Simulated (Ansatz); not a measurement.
HfB, space group Fm-3m, a displacement scan with seeded SCF runs

Computed with the Ansatz DFT code, driven from Python.

At the Python prompt:
```pycon
>>> import warnings
>>> import ansatz as az
>>> import numpy as np
>>> from tabulate import tabulate
>>> config = {
...     "occupations": "fermi_dirac",
...     "smearing_width": 0.1,
...     "scf_tol": 1e-08,
... }
>>> warnings.simplefilter("ignore", az.DeckWarning)
>>> lattice = az.Lattice.of(
...     (0.0, 2.31, 2.31),
...     (2.31, 0.0, 2.31),
...     (2.31, 2.31, 0.0),
... )
>>> sites = [
...     ("Hf", (0.5, 0.5, 0.5)),
...     ("B", (0.0, 0.0, 0.0)),
... ]
>>> system = az.Crystal(lattice=lattice)
>>> for symbol, position in sites:
...     system = system.atom(symbol, position)
...
>>> start = np.array(system.resolved().sites[0].position)
>>> previous, rows = None, []
>>> for step in range(4):
...     target = start + step * 0.005 * np.eye(3)[2]
...     calc = (
...         system.move(0, to=target).calculation()
...         .functional(az.Functional.PBE)
...         .pseudopotentials("paw")
...         .kpoints(6)
...         .occupations(config["occupations"], width=config["smearing_width"])
...         .scf(tolerance=config["scf_tol"])
...         .forces()
...     )
...     session = calc.session()
...     if previous is not None:
...         session.seed_next_step(previous)
...     previous = session.plan(retain="wavefunctions").execute()
...     rep = previous.report
...     shift = float(np.linalg.norm((target - start) @ np.array(rep["lattice"]["cell_ang"])))
...     rows.append((step, shift, rep["lagrangian_ev"], float(np.linalg.norm(rep["forces_ev_ang"][0])), rep["n_iterations"], rep["n_symmetry_ops"]))
...
True
True
True
>>> rows = [(row[0], row[1], 1000 * (row[2] - rows[0][2]), *row[3:]) for row in rows]
>>> print(tabulate(rows, headers=["step", "moved A", "dE meV", "force on it eV/A", "iterations", "symmetry operations"], floatfmt=".4f", tablefmt="plain"))
  step    moved A    dE meV    force on it eV/A    iterations    symmetry operations
     0     0.0000    0.0000              0.0000             6                     48
     1     0.0163    1.6064              0.1968             6                      4
     2     0.0327    6.4323              0.3943             6                      4
     3     0.0490   14.4967              0.5934             6                      4
```

What to keep in mind:
- The run is spin-unpolarised.
- For a metal this k-point mesh is coarse: on a finer one energies can move by several to tens of meV an atom and pressures by half a GPa or more, differences at one mesh by less.
- Spin-orbit coupling, which matters for elements this heavy, is left out.
- The starting cell is as deposited in a crystallographic database; the results hold for this polymorph, which needn't be the stable one.
- The first step keeps the crystal's symmetry; the moved atom lowers it.
- It ran for 12 s on 1 thread of Arm Neoverse V1, with other jobs on the host, peak memory 0.39 GiB.
